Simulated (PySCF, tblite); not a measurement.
# C₄H₅BF₂O: geometry, infrared bands and NMR shifts

Wanted: the infrared bands and NMR shifts of C₄H₅BF₂O (`CC#CB(F)OCF`), by calculation.

The runs use tblite 0.8.0 and PySCF 2.14.0, with density-fitted response routines of our own; the level of theory stands in each step. All values are computed, except where a source is named. Atoms count from 0, in the outputs and in this text.

### 1 The starting structure

13 atoms, charge 0, multiplicity 1; geometry from: force field or distance geometry start.

Bonds of the start (Å): C0–C1 1.48, C1–C2 1.20, C2–B3 1.56, B3–F4 1.46, B3–O5 1.48, O5–C6 1.37, C6–F7 1.38, C0–H8 1.12, C0–H9 1.12, C0–H10 1.11, C6–H11 1.10, C6–H12 1.12.

### 2 Optimising the geometry with GFN2-xTB

The job: settings as JSON, then the geometry in Å.

```
{"job": {"kind": "relax", "xc": "GFN2-xTB", "basis": "xTB"}, "charge": 0, "multiplicity": 1}
C      3.339300     0.309400    -0.039200
C      1.890400     0.008000    -0.042000
C      0.719400    -0.237700    -0.013900
B     -0.812400    -0.545000     0.005900
F     -1.342300    -1.335700    -1.097300
O     -1.743700     0.513000     0.460500
C     -3.019000     0.167900     0.090900
F     -3.299700    -1.032900     0.719500
H      3.517600     1.406400     0.119700
H      3.823400    -0.224600     0.811600
H      3.747000    -0.004500    -1.027900
H     -3.043600     0.048200    -1.003800
H     -3.780800     0.928100     0.414500
```

Run with:

```sh
$ OMP_NUM_THREADS=1 python probes_run.py task.json out
```

The driver reads the jobs from task.json and runs them one after another.

**Question.** This job is followed by: GFN2-xTB harmonic vibrations, gas phase; GIAO PBE0/pcSseg-1 NMR shielding, non-relativistic, gas phase. Predict these results of the whole session: strongest single infrared mode (GFN2-xTB); zero-point energy (GFN2-xTB); 13C shifts against TMS (PBE0/pcSseg-1); 1H shifts against TMS (PBE0/pcSseg-1, means over atoms taken as alike); 11B shifts against BF3·OEt2 (PBE0/pcSseg-1); 19F shifts against CFCl3 (PBE0/pcSseg-1); 17O shifts against H2O (PBE0/pcSseg-1).

The runs gave:

| quantity | value |
| --- | --- |
| strongest single infrared mode (GFN2-xTB) | 1303 cm⁻¹, 427 km/mol |
| zero-point energy (GFN2-xTB) | 54.2 kcal/mol |
| 13C shifts against TMS (PBE0/pcSseg-1) | 109.8, 99.6, 83.0, 5.6 ppm |
| 1H shifts against TMS (PBE0/pcSseg-1, means over atoms taken as alike) | 6.01, 2.12 ppm |
| 11B shifts against BF3·OEt2 (PBE0/pcSseg-1) | 16.9 ppm |
| 19F shifts against CFCl3 (PBE0/pcSseg-1) | -93.6, -163.8 ppm |
| 17O shifts against H2O (PBE0/pcSseg-1) | 171.9 ppm |

In words: Over 77 steps the energy fell by 1.036 eV; of the close pairs, B3–O5 changed most, 1.481 to 1.349 Å. The lowest mode is slightly imaginary (18i cm⁻¹), a soft motion within the noise of the Hessian, so the minimum is not strictly shown. The strongest single mode, at 1303 cm⁻¹, is spread over many atoms; the largest shares are those of B3. Unscaled tight-binding wavenumbers are off by several per cent, some by more. Its intensities can rank the bands wrongly. H11, H12 (mean) (hydrogen on an sp3 CH2 bonded to F and O) lies farthest downfield among hydrogen, at 6.01 ppm; its carbon carries F and O, an electronegative neighbour. At PBE0/pcSseg-1: The largest span, 329 ppm, is at F4, where the paramagnetic term is -205 ppm.
